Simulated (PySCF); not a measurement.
**C3H10SSi: NMR shifts and electronic excitations at several levels of theory, part 1 of 2**

How much do the NMR shifts and electronic excitations of C3H10SSi (`[SiH3]CCCS`) depend on the level of theory, and what does each level cost?

Computed with PySCF 2.14.0, with density-fitted response routines of our own, on a single molecule in the gas phase. Atoms count from 0, in the outputs and in this text.

## 1. Starting geometry

15 atoms, charge 0, multiplicity 1; geometry from: PBE0-D3(BJ)/def2-SVP.

Bonds of the start (Å): Si0–C1 1.89, C1–C2 1.53, C2–C3 1.52, C3–S4 1.82, Si0–H5 1.50, Si0–H6 1.50, Si0–H7 1.50, C1–H8 1.10, C1–H9 1.10, C2–H10 1.10, C2–H11 1.10, C3–H12 1.10, C3–H13 1.10, S4–H14 1.35.

## 2. NMR shieldings: PBE0/6-31G*

The job: settings as JSON, then the geometry in Å.

```
{"job": {"kind": "nmr", "xc": "PBE0", "basis": "6-31G*", "pop": true}, "charge": 0, "multiplicity": 1}
Si    -2.239338     0.712279     0.681102
C     -0.688416     0.455787    -0.363328
C      0.466829    -0.200550     0.390455
C      1.699149    -0.399295    -0.478819
S      3.077394    -1.242222     0.354684
H     -1.930778     1.571517     1.866918
H     -2.758018    -0.600483     1.176057
H     -3.307659     1.378225    -0.126282
H     -0.380472     1.438973    -0.761596
H     -0.967939    -0.151940    -1.242118
H      0.741296     0.414814     1.265658
H      0.160153    -1.179086     0.796257
H      2.047933     0.557895    -0.897807
H      1.461243    -1.049374    -1.336411
H      3.292396    -0.294820     1.293327
```

Level: GIAO PBE0/6-31G* NMR shielding, non-relativistic, gas phase.

On the command line:

```console
$ OMP_NUM_THREADS=1 python probes_run.py task.json out
```

This one command runs all jobs of the session in turn.

Log:

```text
coarse grid: 12712 points
cycle   1  E = -807.5881860345  dE =  1.182e-01  |g| = 3.221e-01  |ddm| = 3.243e+00
cycle   2  E = -807.5863879938  dE =  1.798e-03  |g| = 3.430e-01  |ddm| = 7.582e-01
cycle   3  E = -807.6191878614  dE = -3.280e-02  |g| = 4.037e-02  |ddm| = 3.898e-01
cycle   4  E = -807.6196135083  dE = -4.256e-04  |g| = 1.504e-02  |ddm| = 8.086e-02
cycle   5  E = -807.6196840907  dE = -7.058e-05  |g| = 3.325e-03  |ddm| = 2.559e-02
cycle   6  E = -807.6196866969  dE = -2.606e-06  |g| = 1.070e-03  |ddm| = 3.586e-03
final grid: 111016 points
cycle   7  E = -807.5587624726  dE = -1.479e-05  |g| = 7.655e-03  |ddm| = 1.943e-02
cycle   8  E = -807.5587513978  dE =  1.107e-05  |g| = 9.973e-03  |ddm| = 1.910e-02
cycle   9  E = -807.5587789468  dE = -2.755e-05  |g| = 4.362e-04  |ddm| = 1.115e-02
cycle  10  E = -807.5587790009  dE = -5.406e-08  |g| = 1.326e-04  |ddm| = 7.473e-04
cycle  11  E = -807.5587790054  dE = -4.531e-09  |g| = 3.509e-05  |ddm| = 1.597e-04
cycle  12  E = -807.5587790057  dE = -2.788e-10  |g| = 1.267e-05  |ddm| = 4.081e-05
converged SCF energy = -807.5587790057

GIAO shielding tensors (ppm)
atom      isotropic    diamagn.    paramagn.     s11        s22        s33       span
  0 Si     453.559     881.485    -427.927    430.383    433.434    496.858     66.475
  1 C      185.092     247.154     -62.062    175.902    178.608    200.766     24.865
  2 C      160.445     244.787     -84.343    139.938    154.012    187.385     47.447
  3 C      162.981     247.611     -84.630    140.377    163.477    185.087     44.709
  4 S      596.187    1053.691    -457.505    462.773    529.280    796.508    333.735
  5 H       27.946      29.306      -1.360     24.744     26.428     32.666      7.922
  6 H       27.900      29.244      -1.343     24.739     26.306     32.657      7.918
  7 H       27.846      28.548      -0.702     24.581     25.714     33.243      8.661
  8 H       31.380      30.811       0.569     26.397     30.911     36.833     10.435
  9 H       31.377      30.777       0.599     26.327     30.833     36.970     10.643
 10 H       30.603      32.164      -1.561     24.973     32.958     33.878      8.905
 11 H       30.087      31.139      -1.052     24.737     32.062     33.462      8.725
 12 H       29.425      30.181      -0.757     22.965     30.787     34.522     11.557
 13 H       30.015      29.748       0.268     24.367     30.451     35.227     10.860
 14 H       30.734      29.067       1.667     23.666     29.572     38.965     15.299
```

Run time: 9.9 s. Hardware: 1 thread of Arm Neoverse V1, shared host; peak memory 0.57 GiB.

Shifts follow as δ = σ(reference) − σ, with reference shieldings (ppm) from runs at the same level and on the same kind of geometry: 1H TMS 31.96, 13C TMS 194.1, 29Si TMS 418.1, 33S CS2 546. The references are single molecules in the gas phase. Atoms listed in one row are averaged.

```
     atoms                          environment  σ (ppm)  δ (ppm)
        C2                              sp3 CH2    160.4     33.7
        C3                  sp3 CH2 bonded to S    163.0     31.2
        C1                 sp3 CH2 bonded to Si    185.1      9.0
H5, H6, H7    hydrogen on a silicon bonded to C    27.90     4.07
  H12, H13   hydrogen on an sp3 CH2 bonded to S    29.72     2.24
  H10, H11               hydrogen on an sp3 CH2    30.35     1.62
       H14           hydrogen on a thiol sulfur    30.73     1.23
    H8, H9  hydrogen on an sp3 CH2 bonded to Si    31.38     0.58
       Si0             silicon bonded to C, 3 H    453.6    -35.5
        S4                         thiol sulfur      596      -50
```

The run also stored atomic charges by several schemes (e):

```
atoms  Mulliken    IAO  Hirshfeld  ESP fit
  Si0      0.36   0.57       0.28     0.29
   C1     -0.56  -0.53      -0.14    -0.10
   C2     -0.32  -0.24      -0.05     0.16
   C3     -0.49  -0.33      -0.05    -0.19
   S4     -0.08  -0.07      -0.10    -0.35
```

Mayer bond orders: Si0–C1 0.95, C1–C2 0.99, C2–C3 0.98, C3–S4 1.01.

## 3. Shielding tensors: PBE0/6-311+G(2d,p)

The job, as its differences from that of step 2:

```diff
@@ -1,2 +1,2 @@
-{"job": {"kind": "nmr", "xc": "PBE0", "basis": "6-31G*", "pop": true}, "charge": 0, "multiplicity": 1}
+{"job": {"kind": "nmr", "xc": "PBE0", "basis": "6-311+G(2d,p)", "pop": true}, "charge": 0, "multiplicity": 1}
 Si    -2.239338     0.712279     0.681102
```

With the program's defaults for keys left out, this is: GIAO PBE0/6-311+G(2d,p) NMR shielding, non-relativistic, gas phase.

Log:

```text
coarse grid: 12712 points
cycle   1  E = -807.6269914581  dE =  8.660e-02  |g| = 3.485e-01  |ddm| = 3.143e+00
cycle   2  E = -807.6228138399  dE =  4.178e-03  |g| = 3.565e-01  |ddm| = 1.307e+00
cycle   3  E = -807.6557815155  dE = -3.297e-02  |g| = 5.934e-02  |ddm| = 7.621e-01
cycle   4  E = -807.6565998722  dE = -8.184e-04  |g| = 2.284e-02  |ddm| = 1.233e-01
cycle   5  E = -807.6567296332  dE = -1.298e-04  |g| = 4.793e-03  |ddm| = 5.572e-02
cycle   6  E = -807.6567334380  dE = -3.805e-06  |g| = 1.868e-03  |ddm| = 1.189e-02
final grid: 111016 points
cycle   7  E = -807.6576928309  dE = -3.802e-05  |g| = 8.221e-03  |ddm| = 1.164e-01
cycle   8  E = -807.6576817018  dE =  1.113e-05  |g| = 1.022e-02  |ddm| = 2.109e-02
cycle   9  E = -807.6577076237  dE = -2.592e-05  |g| = 8.184e-04  |ddm| = 1.376e-02
cycle  10  E = -807.6577077846  dE = -1.610e-07  |g| = 2.000e-04  |ddm| = 1.311e-03
cycle  11  E = -807.6577077940  dE = -9.325e-09  |g| = 6.967e-05  |ddm| = 4.103e-04
cycle  12  E = -807.6577077951  dE = -1.150e-09  |g| = 1.853e-05  |ddm| = 1.581e-04
cycle  13  E = -807.6577077952  dE = -8.322e-11  |g| = 2.319e-06  |ddm| = 4.003e-05
converged SCF energy = -807.6577077952

GIAO shielding tensors (ppm)
atom      isotropic    diamagn.    paramagn.     s11        s22        s33       span
  0 Si     407.775     878.820    -471.046    379.891    383.020    460.413     80.522
  1 C      175.347     247.221     -71.874    165.253    168.101    192.686     27.432
  2 C      149.528     240.320     -90.793    127.429    142.945    178.208     50.779
  3 C      151.942     239.141     -87.199    128.724    151.686    175.416     46.691
  4 S      565.548    1053.493    -487.945    414.306    492.130    790.208    375.902
  5 H       27.475      28.095      -0.620     24.419     25.922     32.083      7.664
  6 H       27.437      27.989      -0.551     24.401     25.818     32.093      7.692
  7 H       27.303      27.623      -0.320     24.118     25.060     32.731      8.612
  8 H       30.798      32.458      -1.661     26.123     30.296     35.975      9.852
  9 H       30.845      32.252      -1.408     26.230     30.236     36.069      9.839
 10 H       30.153      30.960      -0.807     24.874     32.433     33.152      8.278
 11 H       29.697      30.071      -0.374     24.711     31.475     32.904      8.194
 12 H       28.809      28.434       0.375     22.393     30.129     33.905     11.512
 13 H       29.539      28.627       0.912     24.082     30.014     34.521     10.439
 14 H       30.091      29.178       0.913     23.353     28.813     38.109     14.756
```

Run time: 28 s. Hardware: 1 thread of Arm Neoverse V1, shared host; peak memory 0.97 GiB.

This run: δ C2 36.9, C3 34.5, C1 11.1, Si0 -63.3, H5 4.10, H12 2.34 ppm (means over like atoms).

## 4. Nuclear shieldings: PBE0/def2-SVP

The job, as its differences from that of step 3:

```diff
@@ -1,2 +1,2 @@
-{"job": {"kind": "nmr", "xc": "PBE0", "basis": "6-311+G(2d,p)", "pop": true}, "charge": 0, "multiplicity": 1}
+{"job": {"kind": "nmr", "xc": "PBE0", "basis": "def2-SVP", "pop": true}, "charge": 0, "multiplicity": 1}
 Si    -2.239338     0.712279     0.681102
```

Level: GIAO PBE0/def2-SVP NMR shielding, non-relativistic, gas phase.

Log:

```text
coarse grid: 12712 points
cycle   1  E = -807.1867035766  dE =  7.721e-02  |g| = 2.925e-01  |ddm| = 3.591e+00
cycle   2  E = -807.1862858236  dE =  4.178e-04  |g| = 3.080e-01  |ddm| = 7.386e-01
cycle   3  E = -807.2122410322  dE = -2.596e-02  |g| = 4.110e-02  |ddm| = 3.592e-01
cycle   4  E = -807.2126771341  dE = -4.361e-04  |g| = 1.520e-02  |ddm| = 9.670e-02
cycle   5  E = -807.2127432624  dE = -6.613e-05  |g| = 3.441e-03  |ddm| = 2.914e-02
cycle   6  E = -807.2127460086  dE = -2.746e-06  |g| = 1.156e-03  |ddm| = 4.149e-03
final grid: 111016 points
cycle   7  E = -807.3021517762  dE = -1.668e-05  |g| = 7.061e-03  |ddm| = 2.584e-02
cycle   8  E = -807.3021420741  dE =  9.702e-06  |g| = 9.195e-03  |ddm| = 1.921e-02
cycle   9  E = -807.3021653242  dE = -2.325e-05  |g| = 4.740e-04  |ddm| = 1.148e-02
cycle  10  E = -807.3021653866  dE = -6.237e-08  |g| = 1.284e-04  |ddm| = 7.779e-04
cycle  11  E = -807.3021653908  dE = -4.188e-09  |g| = 3.661e-05  |ddm| = 1.621e-04
cycle  12  E = -807.3021653911  dE = -3.195e-10  |g| = 1.092e-05  |ddm| = 4.764e-05
converged SCF energy = -807.3021653911

GIAO shielding tensors (ppm)
atom      isotropic    diamagn.    paramagn.     s11        s22        s33       span
  0 Si     473.589     880.163    -406.573    445.384    453.842    521.542     76.157
  1 C      184.332     246.290     -61.958    174.553    178.086    200.359     25.806
  2 C      159.706     245.699     -85.993    139.201    152.377    187.540     48.339
  3 C      161.217     244.308     -83.090    137.183    161.482    184.987     47.804
  4 S      632.052    1052.387    -420.335    510.450    561.687    824.018    313.568
  5 H       27.531      28.992      -1.461     24.384     25.913     32.297      7.912
  6 H       27.486      28.955      -1.469     24.366     25.814     32.278      7.912
  7 H       27.367      28.209      -0.841     24.146     25.057     32.898      8.752
  8 H       30.876      31.543      -0.667     26.014     30.283     36.332     10.317
  9 H       30.898      31.647      -0.749     25.983     30.230     36.480     10.497
 10 H       30.323      32.849      -2.527     24.857     32.397     33.714      8.856
 11 H       29.870      32.020      -2.150     24.768     31.488     33.352      8.584
 12 H       28.989      30.513      -1.524     22.529     30.079     34.360     11.831
 13 H       29.678      30.233      -0.555     24.004     30.045     34.986     10.983
 14 H       30.452      29.598       0.855     23.323     29.131     38.903     15.580
```

Run time: 13 s. Hardware: 1 thread of Arm Neoverse V1, shared host; peak memory 0.67 GiB.

In short: δ C2 34.0, C3 32.5, C1 9.4, Si0 -66.4, H5 3.88, H12 2.01 ppm (means over like atoms).

## 5. NMR shieldings: PBE0/def2-TZVP

The job, as its differences from that of step 4:

```diff
@@ -1,2 +1,2 @@
-{"job": {"kind": "nmr", "xc": "PBE0", "basis": "def2-SVP", "pop": true}, "charge": 0, "multiplicity": 1}
+{"job": {"kind": "nmr", "xc": "PBE0", "basis": "def2-TZVP", "pop": true}, "charge": 0, "multiplicity": 1}
 Si    -2.239338     0.712279     0.681102
```

Method: GIAO PBE0/def2-TZVP NMR shielding, non-relativistic, gas phase.

Log:

```text
coarse grid: 12712 points
cycle   1  E = -807.6437398925  dE =  9.597e-02  |g| = 3.351e-01  |ddm| = 2.667e+00
cycle   2  E = -807.6392592233  dE =  4.481e-03  |g| = 3.627e-01  |ddm| = 6.301e-01
cycle   3  E = -807.6735503293  dE = -3.429e-02  |g| = 5.061e-02  |ddm| = 3.231e-01
cycle   4  E = -807.6741479523  dE = -5.976e-04  |g| = 2.276e-02  |ddm| = 7.942e-02
cycle   5  E = -807.6742762870  dE = -1.283e-04  |g| = 4.622e-03  |ddm| = 2.663e-02
cycle   6  E = -807.6742799397  dE = -3.653e-06  |g| = 1.927e-03  |ddm| = 4.185e-03
final grid: 111016 points
cycle   7  E = -807.6679921881  dE = -4.095e-05  |g| = 8.489e-03  |ddm| = 4.314e-02
cycle   8  E = -807.6679804011  dE =  1.179e-05  |g| = 1.049e-02  |ddm| = 1.398e-02
cycle   9  E = -807.6680077197  dE = -2.732e-05  |g| = 8.798e-04  |ddm| = 8.584e-03
cycle  10  E = -807.6680079094  dE = -1.897e-07  |g| = 2.137e-04  |ddm| = 8.890e-04
cycle  11  E = -807.6680079202  dE = -1.075e-08  |g| = 7.211e-05  |ddm| = 2.230e-04
cycle  12  E = -807.6680079214  dE = -1.227e-09  |g| = 1.881e-05  |ddm| = 6.135e-05
cycle  13  E = -807.6680079215  dE = -9.004e-11  |g| = 2.569e-06  |ddm| = 2.363e-05
converged SCF energy = -807.6680079215

GIAO shielding tensors (ppm)
atom      isotropic    diamagn.    paramagn.     s11        s22        s33       span
  0 Si     395.727     878.297    -482.569    366.642    370.758    449.782     83.141
  1 C      175.323     243.641     -68.318    164.973    168.146    192.851     27.878
  2 C      148.862     245.318     -96.456    126.939    142.208    177.440     50.501
  3 C      151.887     241.397     -89.509    128.831    151.687    175.143     46.311
  4 S      549.985    1053.476    -503.491    397.609    472.229    780.118    382.510
  5 H       27.431      29.107      -1.676     24.439     25.842     32.014      7.575
  6 H       27.399      29.064      -1.666     24.429     25.763     32.004      7.575
  7 H       27.267      28.445      -1.178     24.170     24.998     32.633      8.463
  8 H       30.790      30.773       0.017     26.181     30.257     35.931      9.750
  9 H       30.837      30.804       0.033     26.265     30.215     36.032      9.767
 10 H       30.115      32.672      -2.556     24.905     32.347     33.093      8.188
 11 H       29.680      31.939      -2.259     24.796     31.408     32.836      8.039
 12 H       28.825      29.535      -0.710     22.501     30.093     33.882     11.381
 13 H       29.594      29.190       0.404     24.176     30.077     34.528     10.353
 14 H       29.989      29.500       0.489     23.406     28.482     38.080     14.674
```

It took 34 s on 1 thread of Arm Neoverse V1, shared host; peak memory 1 GiB.

This run: δ C2 37.8, C3 34.8, C1 11.3, Si0 -64.2, H5 4.12, H12 2.27 ppm (means over like atoms).

## 6. Shielding tensors: PBE0/cc-pVDZ

The job, as its differences from that of step 5:

```diff
@@ -1,2 +1,2 @@
-{"job": {"kind": "nmr", "xc": "PBE0", "basis": "def2-TZVP", "pop": true}, "charge": 0, "multiplicity": 1}
+{"job": {"kind": "nmr", "xc": "PBE0", "basis": "cc-pVDZ", "pop": true}, "charge": 0, "multiplicity": 1}
 Si    -2.239338     0.712279     0.681102
```

With the program's defaults for keys left out, this is: GIAO PBE0/cc-pVDZ NMR shielding, non-relativistic, gas phase.

Log:

```text
coarse grid: 12712 points
cycle   1  E = -807.5644056434  dE =  1.547e-01  |g| = 3.027e-01  |ddm| = 6.481e+00
cycle   2  E = -807.5626263320  dE =  1.779e-03  |g| = 3.245e-01  |ddm| = 1.317e+00
cycle   3  E = -807.5916577877  dE = -2.903e-02  |g| = 4.206e-02  |ddm| = 6.240e-01
cycle   4  E = -807.5921269147  dE = -4.691e-04  |g| = 1.547e-02  |ddm| = 1.135e-01
cycle   5  E = -807.5921969535  dE = -7.004e-05  |g| = 3.652e-03  |ddm| = 3.946e-02
cycle   6  E = -807.5922001394  dE = -3.186e-06  |g| = 1.136e-03  |ddm| = 7.654e-03
final grid: 111016 points
cycle   7  E = -807.6065542840  dE = -1.254e-05  |g| = 7.640e-03  |ddm| = 5.036e-02
cycle   8  E = -807.6065419112  dE =  1.237e-05  |g| = 1.014e-02  |ddm| = 3.151e-02
cycle   9  E = -807.6065703235  dE = -2.841e-05  |g| = 4.742e-04  |ddm| = 1.783e-02
cycle  10  E = -807.6065703897  dE = -6.614e-08  |g| = 1.384e-04  |ddm| = 1.162e-03
cycle  11  E = -807.6065703946  dE = -4.955e-09  |g| = 3.715e-05  |ddm| = 2.721e-04
cycle  12  E = -807.6065703949  dE = -3.333e-10  |g| = 1.166e-05  |ddm| = 8.237e-05
converged SCF energy = -807.6065703949

GIAO shielding tensors (ppm)
atom      isotropic    diamagn.    paramagn.     s11        s22        s33       span
  0 Si     477.213     882.239    -405.026    453.300    457.898    520.440     67.140
  1 C      185.217     242.785     -57.568    175.553    177.608    202.488     26.935
  2 C      159.511     245.745     -86.234    137.590    152.599    188.344     50.754
  3 C      161.927     244.281     -82.354    137.613    162.342    185.828     48.215
  4 S      624.752    1054.028    -429.275    499.735    558.404    816.118    316.383
  5 H       27.552      29.366      -1.814     24.335     25.863     32.459      8.124
  6 H       27.512      29.346      -1.834     24.318     25.777     32.442      8.124
  7 H       27.367      28.500      -1.133     24.057     24.992     33.051      8.993
  8 H       30.660      30.811      -0.152     25.879     30.142     35.957     10.078
  9 H       30.690      30.908      -0.218     25.883     30.106     36.080     10.197
 10 H       30.092      32.729      -2.637     24.734     32.345     33.196      8.462
 11 H       29.660      31.963      -2.303     24.634     31.464     32.882      8.248
 12 H       28.826      30.302      -1.476     22.485     29.963     34.031     11.547
 13 H       29.501      30.077      -0.576     23.975     29.921     34.605     10.630
 14 H       30.226      29.479       0.746     23.259     28.856     38.562     15.302
```

Wall time 14 s (1 thread of Arm Neoverse V1, shared host); peak memory 0.72 GiB.

In short: δ C2 37.2, C3 34.8, C1 11.5, Si0 -58.6, H5 3.81, H12 2.13 ppm (means over like atoms).

## 7. Nuclear shieldings: PBE0/cc-pVTZ

The job, as its differences from that of step 6:

```diff
@@ -1,2 +1,2 @@
-{"job": {"kind": "nmr", "xc": "PBE0", "basis": "cc-pVDZ", "pop": true}, "charge": 0, "multiplicity": 1}
+{"job": {"kind": "nmr", "xc": "PBE0", "basis": "cc-pVTZ", "pop": true}, "charge": 0, "multiplicity": 1}
 Si    -2.239338     0.712279     0.681102
```

Level: GIAO PBE0/cc-pVTZ NMR shielding, non-relativistic, gas phase.

Log:

```text
coarse grid: 12712 points
cycle   1  E = -807.6375234404  dE =  1.025e-01  |g| = 3.313e-01  |ddm| = 6.970e+00
cycle   2  E = -807.6329248663  dE =  4.599e-03  |g| = 3.631e-01  |ddm| = 1.288e+00
cycle   3  E = -807.6675089619  dE = -3.458e-02  |g| = 4.827e-02  |ddm| = 6.430e-01
cycle   4  E = -807.6680596470  dE = -5.507e-04  |g| = 2.164e-02  |ddm| = 1.113e-01
cycle   5  E = -807.6681824155  dE = -1.228e-04  |g| = 4.523e-03  |ddm| = 3.816e-02
cycle   6  E = -807.6681864979  dE = -4.082e-06  |g| = 1.721e-03  |ddm| = 8.749e-03
final grid: 111016 points
cycle   7  E = -807.6737414381  dE = -5.432e-05  |g| = 8.333e-03  |ddm| = 9.248e-02
cycle   8  E = -807.6737288696  dE =  1.257e-05  |g| = 1.062e-02  |ddm| = 2.922e-02
cycle   9  E = -807.6737578836  dE = -2.901e-05  |g| = 7.505e-04  |ddm| = 1.700e-02
cycle  10  E = -807.6737580288  dE = -1.452e-07  |g| = 2.274e-04  |ddm| = 1.332e-03
cycle  11  E = -807.6737580414  dE = -1.254e-08  |g| = 7.590e-05  |ddm| = 4.277e-04
cycle  12  E = -807.6737580427  dE = -1.366e-09  |g| = 1.896e-05  |ddm| = 1.291e-04
cycle  13  E = -807.6737580428  dE = -9.163e-11  |g| = 2.585e-06  |ddm| = 3.546e-05
converged SCF energy = -807.6737580428

GIAO shielding tensors (ppm)
atom      isotropic    diamagn.    paramagn.     s11        s22        s33       span
  0 Si     417.150     887.237    -470.087    389.685    391.353    470.411     80.726
  1 C      176.419     240.426     -64.006    166.082    169.291    193.885     27.803
  2 C      149.894     244.609     -94.714    128.151    142.968    178.565     50.413
  3 C      152.857     241.951     -89.094    129.543    152.818    176.210     46.667
  4 S      593.979    1054.332    -460.354    457.013    519.762    805.162    348.149
  5 H       27.472      29.393      -1.921     24.412     25.865     32.141      7.730
  6 H       27.440      29.368      -1.928     24.390     25.791     32.140      7.750
  7 H       27.296      28.438      -1.142     24.112     24.996     32.780      8.668
  8 H       30.584      30.522       0.062     25.828     30.042     35.883     10.055
  9 H       30.636      30.535       0.100     25.934     30.005     35.970     10.036
 10 H       29.933      32.626      -2.693     24.650     32.182     32.967      8.317
 11 H       29.505      31.723      -2.218     24.503     31.257     32.755      8.252
 12 H       28.624      29.641      -1.016     22.185     29.885     33.803     11.618
 13 H       29.376      29.466      -0.090     23.870     29.854     34.404     10.534
 14 H       29.914      30.028      -0.114     23.280     28.385     38.078     14.798
```

Wall time 51 s (1 thread of Arm Neoverse V1, shared host); peak memory 1.1 GiB.

In short: δ C2 37.4, C3 34.4, C1 10.9, Si0 -57.2, H5 3.89, H12 2.29 ppm (means over like atoms).

(Continued in part 2 of 2.)
